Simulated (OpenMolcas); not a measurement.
# W⁵⁺ among point charges: CASSCF and CASPT2 levels and susceptibility

How does a field of 4 point charges split the states of W⁵⁺, and what χT follows?

Method: state-averaged CASSCF and CASPT2, spin-orbit coupling by RASSI with atomic mean-field integrals. Code: OpenMolcas 26.06.

### 1 Starting point

* Species: W⁵⁺ (tungsten, Z = 74, 69 electrons)
* Basis: ANO-RCC-VDZP [7s6p4d2f1g], 68 functions
* Scalar Hamiltonian: DKH2, point nucleus
* Inactive shells: 1s 2s 2p 3s 3p 3d 4s 4p 4d 4f 5s 5p
* Active space: 1 electron in 5 orbitals (5d)
* Some configurations of this space: 5d
* Orbitals: optimised for each spin and parity, averaged over all roots

Outer shells as boxes (Hund's rule):

5d
```
5d [↑ ][  ][  ][  ][  ]
```

The ion sits among 4 point charges of -1 e arranged as a tetrahedron (Td), 2.04 Å from the ion.

Each step is its own input file, run in one work folder so that later steps find the files of earlier ones. Labels, J, g values, rates, χT and fits are worked out afterwards by a script from the matrices that RASSI stores.

### 2 Basis and integrals

Contents of a.inp:

```
&GATEWAY
Coord
1

W 0.0 0.0 0.0
Basis=ANO-RCC-VDZP
Group=NoSym
NoMove
AngMom=0.0 0.0 0.0
AMFI
XField
4 Angstrom 0
1.177795 1.177795 1.177795 -1.000000
1.177795 -1.177795 -1.177795 -1.000000
-1.177795 1.177795 -1.177795 -1.000000
-1.177795 -1.177795 1.177795 -1.000000
&SEWARD
```

On the command line:

```console
$ OMP_NUM_THREADS=1 MOLCAS_MEM=1689 MOLCAS_PROJECT=a pymolcas a.inp > a.log
```

### 3 Reference wave functions, doublets, 5 roots

Contents of a.inp:

```
&RASSCF
FileOrb=start.orb
Symmetry=1
Spin=2
nActEl=1 0 0
Inactive=34
Ras2=5
CIRoot=5 5 1
SDav=5
CIMx=300
Iter=120 100
PrWF=0.3
OrbListing=Nothing
MaxOrb=0
>>> COPY $Project.JobIph JOB001
```

start.orb holds the contracted functions of the basis, ordered by shell, or the orbitals of the step before.

### 4 State interaction with spin-orbit coupling

Contents of a.inp:

```
&RASSI
NrOfJobIphs=1 5
1 2 3 4 5
IphNames
JOB001
EJob
SpinOrbit
DIPRint=1.0
SOCoupling=1000.0
Subsets=2
Property=9
'ANGMOM' 1 'ANGMOM' 2 'ANGMOM' 3 'MLTPL  1' 1 'MLTPL  1' 2 'MLTPL  1' 3
'AMFI' 1 'AMFI' 2 'AMFI' 3
SOProperty=3
'ANGMOM' 1 'ANGMOM' 2 'ANGMOM' 3
```

### 5 CASPT2: IPEA 0.25, imaginary shift 0.1 (closed shells correlated: 4f 5s 5p)

Contents of a.inp:

```
>>> COPY JOB001 $Project.JobIph
&CASPT2
Multistate=5 1 2 3 4 5
NoMult
Frozen=23
IPEA=0.25
Imaginary=0.1
MaxIter=60
WThr=0.0 0.3 0.05
PrWF=0.5
NoMix
```

(Steps that only read results are left out.)

**Question.** What will these runs give? Wanted: spin-free ground state; first state of the same spin within the active space; lowest level; next level.

The runs gave:

```
                                            quantity                                                                           value
                                              method  SS-CASPT2, IPEA 0.25, imaginary shift 0.1 (closed shells correlated: 4f 5s 5p)
                              spin-free ground state                                                  2E, 2-fold in its orbital part
first state of the same spin within the active space                                                                2T2 at 2420 cm⁻¹
                                        lowest level                                                                       4-fold Γ8
                                          next level                                                                     9853.5 cm⁻¹
                                         χT at 300 K                                                                  0.29 cm³ K/mol
                           effective moment at 300 K                                                                         1.51 μB
```

Cost by method:

```
                                                 method  time of its own steps  time with the reference
                                              A. CASSCF                  2.8 s                    2.8 s
B. SS-CASPT2, IPEA 0.25, imaginary shift 0.1, +4f 5s 5p                    2 s                    4.9 s
```

Times are of one thread on a shared host.

What this shows: The spin-free ground state (2E) comes to 100 % from free-ion D terms and keeps the highest spin of the shell. χT at 300 K is 0.29, against 0.38 cm³ K/mol for the spin alone, so orbital moment lowers it. A ligand-field fit to the states below 45000 cm-1 gives 10Dq = -2417 cm-1, the gap between the two states. CASPT2 does not keep the components of a term degenerate, and the means are used. An orbital doublet at a regular site is open to a Jahn-Teller distortion, which this geometry leaves out. The field of point charges can differ much from that of real complexes. Point charges carry no covalency, so the field is a model and not that of real ligands.
